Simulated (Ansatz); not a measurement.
## RuRh (distorted cell): a single point, step by step

Program: Ansatz's Python interface.

Typed at the interpreter:
```pycon
>>> import warnings
>>> import ansatz as az
>>> import matplotlib.pyplot as plt
>>> import numpy as np
>>> warnings.simplefilter("ignore", az.DeckWarning)
>>> lattice = az.Lattice.of(
...     [2.73884, 0.00932, 0.00799],
...     [-1.36135, 2.33666, 0.05316],
...     [0.01267, 0.1047, 4.23384],
... )
>>> sites = [
...     ("Ru", [0.02063, 0.09816, 0.47318]),
...     ("Rh", [0.61182, 0.33835, 0.02028]),
... ]
>>> crystal = az.Crystal(lattice=lattice)
>>> for symbol, position in sites:
...     crystal = crystal.atom(symbol, position)
...
>>> base = (
...     crystal.calculation()
...     .functional(az.Functional.R2SCAN)
...     .pseudopotentials("paw")
...     .kpoints(6, 6, 4)
...     .occupations(az.OccupationsMethod.FERMI_DIRAC, width=100 * az.meV)
...     .density_of_states(energy_step=0.05, method="smearing", broadening_width=0.2, projected=True)
...     .stress()
...     .potential()
... )
>>> session = base.session()
>>> planned = session.plan(threads=1)
>>> out = planned.execute()

>>> data = out.report
>>> out.lattice.cell_ang
array([[ 2.73884,  0.00932,  0.00799],
       [-1.36135,  2.33666,  0.05316],
       [ 0.01267,  0.1047 ,  4.23384]])
>>> data["n_electrons"]
33.0
>>> print(f"free energy      {data['free_energy_ev']:.5f} eV")
free energy      -12305.38452 eV
>>> print(f"per atom         {data['free_energy_ev'] / len(out.lattice.sites):.5f} eV")
per atom         -6152.69226 eV
>>> print(f"SCF iterations   {data['n_iterations']}  (converged: {data['converged']})")
SCF iterations   8  (converged: True)
>>> dos = out.density_of_states()
>>> energy = np.asarray(dos.energies_ev) - dos.fermi_ev
>>> projected = out.projected_density_of_states()
>>> fig, ax = plt.subplots(figsize=(5, 3.4))
>>> for name in sorted({site.species for site in projected.sites}):
...     curve = sum(np.sum(part.g_bin_mean_per_ev, axis=0) for site in projected.sites if site.species == name for shell in site.shells for part in shell.curves)
...     ax.plot(energy, curve, label=name)
...     window = (energy > -4) & (energy <= 0)
...     print(f"{name}: {curve[window].sum() * (energy[1] - energy[0]):.3f} projected states in the 4 eV under E_F")
...
[<matplotlib.lines.Line2D object at 0x...>]
Rh: 4.805 projected states in the 4 eV under E_F
[<matplotlib.lines.Line2D object at 0x...>]
Ru: 4.516 projected states in the 4 eV under E_F
>>> ax.set(xlim=(-8, 6), xlabel="E - E_F (eV)", ylabel="states/eV")
[(-8.0, 6.0), Text(0.5, 0, 'E - E_F (eV)'), Text(0, 0.5, 'states/eV')]
>>> ax.legend()
<matplotlib.legend.Legend object at 0x...>
>>> fig.savefig("pdos.png", dpi=100)
>>> problems = list(data["published_state_doubts"])
>>> if not data["converged"] or data.get("closed_by") != "deck_thresholds":
...     problems.append("loop closed by " + str(data.get("closed_by")))
...
>>> print("accepted" if not problems else f"check before use: {problems}")
accepted
>>> stress = np.array(data["stress_gpa"])
>>> print(f"pressure {np.trace(stress) / 3:.3f} GPa")
pressure 12.897 GPa
>>> print("stress tensor, GPa, positive in compression")
stress tensor, GPa, positive in compression
>>> np.round(stress, 3) + 0.0
array([[  7.637,   1.236,  -5.598],
       [  1.236,   3.285, -10.165],
       [ -5.598, -10.165,  27.769]])
>>> v = out.potential()
>>> line = v.v_es_ev.mean(axis=(0, 1))
>>> print("planar mean of the electrostatic potential along the third grid axis (eV):")
planar mean of the electrostatic potential along the third grid axis (eV):
>>> np.round(line[:: max(len(line) // 12, 1)], 3)
array([-1.984, -0.869,  6.21 , 15.075, 18.832, 13.948,  4.02 , -3.755,
       -4.259,  2.956, 13.588, 21.083, 23.036, 20.891, 13.093,  3.507])
>>> print(base.to_yaml())
crystal:
  lattice:
    - [2.73884, 0.00932, 0.00799]
    - [-1.36135, 2.33666, 0.05316]
    - [0.01267, 0.1047, 4.23384]
  atoms:
    - { symbol: Ru, position: [0.02063, 0.09816, 0.47318] }
    - { symbol: Rh, position: [0.61182, 0.33835, 0.02028] }
kpoints:
  mp_grid:
    grid: [6, 6, 4]
hamiltonian:
  xc: r2scan
  pseudopotentials:
    kind: paw
scf:
  occupations:
    method: fermi_dirac
    width: 0.1
output:
  write_potential: true
  dos:
    de: 0.05
    method:
      smearing:
        sigma: 0.2
    projected: true
  stress: true
```

Reading the output:
- Absolute energies stand on the zero of these potentials, so only differences at equal settings mean something.
- The mesh is modest for a metal, so energies can be off by several to tens of meV an atom and pressures by half a GPa or more; differences at equal mesh fare better.
- Projections exist only for the shells that the potentials hold, some of them semicore, and samples at single energies can miss narrow peaks.
- The cell is a database structure, distorted on purpose.
- The computed bands are complete only to about 7.3 eV above the Fermi level; beyond that the density of states is undercounted.
- Wall time of the script: 14 s on 1 thread of Arm Neoverse V1, with other jobs on the host, peak memory 0.5 GiB.

(Lines on the test bed's own set-up are left out of the output.)
